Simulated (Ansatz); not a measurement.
What does this script print? It uses the Python package of Ansatz (0.2.0).

Input file `alni.cif`:
```cif
data_AlNi
_cell_length_a 2.751997
_cell_length_b 2.751997
_cell_length_c 3.099430
_cell_angle_alpha 90.00000
_cell_angle_beta 90.00000
_cell_angle_gamma 90.42682
_symmetry_space_group_name_H-M 'P 1'
_symmetry_Int_Tables_number 1
loop_
_symmetry_equiv_pos_as_xyz
'x, y, z'
loop_
_atom_site_label
_atom_site_type_symbol
_atom_site_fract_x
_atom_site_fract_y
_atom_site_fract_z
Al1 Al    0.000000    0.000000    0.000000
Ni2 Ni    0.500000    0.500000    0.500000
```

`vcrelax.py`:
```python
"""Variable-cell relaxation of AlNi."""

from dataclasses import dataclass

import ansatz as az
from ase.data import atomic_numbers
from ase.io import read
import numpy as np
import spglib


@dataclass
class RunConfig:
    mesh: tuple[int, ...] = (11, 11, 10)
    xc: str = "pbesol"
    force_tol: float = 0.02


cfg = RunConfig()

def edges_and_angles(cell):
    cell = np.asarray(cell)
    a, b, c = np.linalg.norm(cell, axis=1)
    cosines = cell[1] @ cell[2] / (b * c), cell[0] @ cell[2] / (a * c), cell[0] @ cell[1] / (a * b)
    return (a, b, c, *np.degrees(np.arccos(cosines)))

atoms = read("alni.cif")
alni = az.Crystal.from_ase(atoms).moments(Ni=1.0)

# only the volume may change
calc = (
    alni.calculation()
    .occupations(az.OccupationsMethod.FERMI_DIRAC)  # the run then minimises F = E - TS
    .kpoints(mesh=cfg.mesh, center="gamma")  # the mesh must be finer for metals
    .spin("collinear")
    .functional(cfg.xc)
    .relax(force_tolerance=cfg.force_tol, fix_cell=["shape"], stress_tolerance=0.01)  # relax until the tolerances are met
)
steps = []


def collect(event):
    if event["event"] == "relax_step":
        steps.append(event["data"])


out = calc.session().plan().execute(on_event=collect)
report = out.report
for s in steps:
    flag = "" if s["accepted"] else "  (rejected)"
    print("step %2d  E = %.5f eV  largest force component = %.4f eV/A%s" % (s["step"], s["lagrangian_ev"], s["allowed_force_max_ev_ang"], flag))

first, last = steps[0], steps[-1]
symbols = [site.symbol for site in out.lattice.sites]
print(f"energy gained {first['lagrangian_ev'] - last['lagrangian_ev']:.4f} eV in {len(steps) - 1} steps")
for label, vectors in (("before", first["cell_ang"]), ("after", out.lattice.cell_ang)):
    print(label, "a b c (A) {:.4f} {:.4f} {:.4f}  angles {:.2f} {:.2f} {:.2f}".format(*edges_and_angles(vectors)), f" V = {abs(np.linalg.det(vectors)):.3f} A^3")
print("final stress xx yy zz (GPa, compression positive):", np.round(np.diag(report["stress_gpa"]), 3) + 0.0)

print("atom   start x y z (A)              end x y z (A)")
for symbol, a, b in zip(symbols, first["positions_ang"], last["positions_ang"]):
    print(f"{symbol:3s}", " ".join(f"{v:8.4f}" for v in a), "  ", " ".join(f"{v:8.4f}" for v in b))

fractions = [site.position_frac for site in out.lattice.sites]
numbers = [atomic_numbers[s] for s in symbols]
for tolerance in (1e-3, 1e-2, 1e-1):
    print(f"space group at {tolerance} A:", spglib.get_spacegroup((out.lattice.cell_ang, fractions, numbers), symprec=tolerance))

for key in ("converged", "n_iterations", "n_electrons", "n_kpoints", "n_pw", "n_symmetry_ops", "free_energy_ev", "fermi_energy_ev"):
    print(f"{key:18s} {report[key]}")
```

```console
$ python vcrelax.py
DeckWarning: basis.ecutwfc = 420 eV, auto-derived from the records' recommended cutoffs: set by Al (normal level)
RunWarning: the starting moments were not kept: the SCF closed with an absolute magnetisation of 1.8e-7 μB, where they sum to 1 μB in size (1 site). That is at most 0.1 of that sum. Measured as dr2_m [...]
step  1  E = -6330.83537 eV  largest force component = 0.0000 eV/A
step  2  E = -6330.83542 eV  largest force component = 0.0000 eV/A
step  3  E = -6330.83542 eV  largest force component = 0.0000 eV/A
step  4  E = -6330.83544 eV  largest force component = 0.0000 eV/A
energy gained 0.0001 eV in 3 steps
before a b c (A) 2.7520 2.7520 3.0994  angles 90.00 90.00 90.43  V = 23.473 A^3
after a b c (A) 2.7542 2.7542 3.1019  angles 90.00 90.00 90.43  V = 23.530 A^3
final stress xx yy zz (GPa, compression positive): [ 2.009  2.022 -4.014]
atom   start x y z (A)              end x y z (A)
Al    0.0000   0.0000   0.0000      0.0000   0.0000  -0.0000
Ni    1.3657   1.3760   1.5497      1.3669   1.3771   1.5510
space group at 0.001 A: Cmmm (65)
space group at 0.01 A: Cmmm (65)
space group at 0.1 A: P4/mmm (123)
converged          True
n_iterations       9
n_electrons        21.0
n_kpoints          216
n_pw               475
n_symmetry_ops     8
free_energy_ev     -6330.8354436859445
fermi_energy_ev    14.150332741881538
```
(Warnings from the package without file and line, shortened, repeats left out.)

What to keep in mind:
- Total energies depend on the potentials; only differences at equal settings carry meaning. A total without «per atom» is that of the whole cell that was run.
- The SCF didn't keep the moments it started from (some shrank, vanished or turned); what is printed is the state reached.
- Forces vanish by symmetry, so the ions can't move, and the end may be a saddle.
- For a metal this k-point mesh is coarse: on a finer one energies can move by several to tens of meV an atom and pressures by half a GPa or more, differences at one mesh by less.
- Only differences from the Fermi energy are physical; the zero of the scale is a convention.
- Energies along a relaxation are free energies. Rows at an unchanged volume are solved on a plane-wave basis chosen afresh for that cell, so the energy can jump there; the script counts such rows among its steps.
- Within a few hundredths of an angstrom the cell has the higher group P4/mmm; the lower one is a small distortion.
- Edges and angles are those of the cell as typed, here a primitive one, not of the conventional cell.
- The structure comes from a database of computed cells and needn't be a stable or known phase.
- Timing: 74 s on 1 thread of Intel(R) Xeon(R) Platinum 8259CL CPU @ 2.50GHz (Skylake/Cascade Lake), on a shared host, peak memory 0.58 GiB.

(A comment or docstring line of the script was reworded after the run, the code is as it ran.)
